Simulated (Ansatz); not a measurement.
# ClH3OZn: a barrier at many levels of theory

How high is the barrier of this step (Zn1–H5 formed, O2–H4 formed, Zn1–O2 loosened, H4–H5 broken), and how far do cheaper methods land from CCSD(T)?

Method: single points in def2-TZVPP on PBE0-D4/def2-TZVP structures; program: Ansatz 0.2.0, Gaussian basis.

Levels: SPW92, PBE-D4, BLYP-D4, r2SCAN-D4, B97M-V, PBE0-D4, B3LYP-D4, r2SCAN0-D4, BHLYP-D4, CAM-B3LYP-D4, wB97X-V, wB97M-V, B2PLYP, PBE-QIDH, RPA on PBE, Hartree-Fock, MP2, CCSD, CCSD(T). The reference is CCSD(T) at the basis limit, from triple and quadruple zeta. Zero-point energies come from PBE0-D4 vibrations.

Cores are frozen in the correlated methods. The 3s and 3p shells of Cu and Zn are frozen; filled d shells are correlated. B3LYP uses VWN-RPA correlation. B2PLYP carries no dispersion term here.

23 further runs of the same task are left out: 23 set aside as unsound or not needed.

### Step 1. The three structures

Charge 0, multiplicity 1. The folders r, ts and p hold the start, the saddle and the end; their coordinates stand in the first inputs.

| pair | r (Å) | ts (Å) | p (Å) |
| --- | --- | --- | --- |
| Zn1–H5 | 2.568 | 1.834 | 1.536 |
| O2–H4 | 2.588 | 1.298 | 0.961 |
| Zn1–O2 | 1.773 | 1.936 | 2.210 |
| H4–H5 | 0.751 | 0.992 | 3.486 |

### Step 2. wB97M-V/def2-TZVPP

The input, r/in.yaml:

```yaml
crystal:
  periodic: [false, false, false]
  atoms:
    - {symbol: Zn, position_ang: [-0.676724, -0.299445, -0.348908]}
    - {symbol: O, position_ang: [0.101947, -1.030715, 1.065599]}
    - {symbol: Cl, position_ang: [-1.597903, 0.559143, -2.016211]}
    - {symbol: H, position_ang: [1.345640, 1.081258, 0.236029]}
    - {symbol: H, position_ang: [1.148328, 1.507036, -0.350552]}
    - {symbol: H, position_ang: [-0.321188, -1.817275, 1.414042]}
basis:
  gaussian: {orbitals: def2-TZVPP}
hamiltonian: {xc: {name: wB97M-V}}
```

The input, ts/in.yaml:

```yaml
crystal:
  periodic: [false, false, false]
  atoms:
    - {symbol: Zn, position_ang: [-0.501304, 0.270498, -0.589357]}
    - {symbol: O, position_ang: [0.095892, -0.541686, 1.063432]}
    - {symbol: Cl, position_ang: [-1.892482, 0.383528, -2.166669]}
    - {symbol: H, position_ang: [0.934085, 0.315351, 0.564566]}
    - {symbol: H, position_ang: [1.084834, 1.044882, -0.091242]}
    - {symbol: H, position_ang: [0.279076, -1.472574, 1.219271]}
basis:
  gaussian: {orbitals: def2-TZVPP}
hamiltonian: {xc: {name: wB97M-V}}
```

The input, p/in.yaml:

```yaml
crystal:
  periodic: [false, false, false]
  atoms:
    - {symbol: Zn, position_ang: [-0.051889, 0.862736, -0.787343]}
    - {symbol: O, position_ang: [0.164992, -0.458018, 0.971720]}
    - {symbol: Cl, position_ang: [-1.690898, -0.370257, -1.463397]}
    - {symbol: H, position_ang: [0.991001, -0.816618, 1.307386]}
    - {symbol: H, position_ang: [1.004782, 1.977019, -0.777298]}
    - {symbol: H, position_ang: [-0.417888, -1.194862, 0.748932]}
basis:
  gaussian: {orbitals: def2-TZVPP}
hamiltonian: {xc: {name: wB97M-V}}
```

The command line of these runs was not kept.

Further steps of the session: CCSD(T)/def2-TZVPP; MP2/def2-QZVPP; Vibrations of the start structure; Vibrations of the end structure.

Before running it: what results should come out? Wanted: barrier, CCSD(T)/CBS; reverse barrier, CCSD(T)/CBS; step energy, CCSD(T)/CBS; barrier with zero-point energy; step energy with zero-point energy; imaginary mode at the saddle; largest T1 diagnostic.

**Answer**, as computed:

| quantity | value |
| --- | --- |
| barrier, CCSD(T)/CBS | 104.8 kJ/mol |
| reverse barrier, CCSD(T)/CBS | 135.4 kJ/mol |
| step energy, CCSD(T)/CBS | -30.6 kJ/mol |
| barrier with zero-point energy | 105.4 kJ/mol |
| step energy with zero-point energy | -17.5 kJ/mol |
| imaginary mode at the saddle | 1263i cm⁻¹ |
| largest T1 diagnostic | 0.015 |

The functionals run from BHLYP-D4, off by -2.2 kJ/mol, to SPW92, off by -49.8 kJ/mol, against CCSD(T)/CBS. Mean unsigned error by rung: LDA 49.8, GGA 14.5, meta-GGA 14.3, hybrid 10.4, range-separated hybrid 6.8, double hybrid 6.3 kJ/mol. PBE-D4 gives a barrier 21.6 kJ/mol too low, outside chemical accuracy (1 kcal/mol, 4.2 kJ/mol). Every functional without exact exchange puts the forward barrier too low. Hartree-Fock, with no correlation, is off by +18.2 kJ/mol. Zero-point motion raises the barrier by 0.6 kJ/mol.
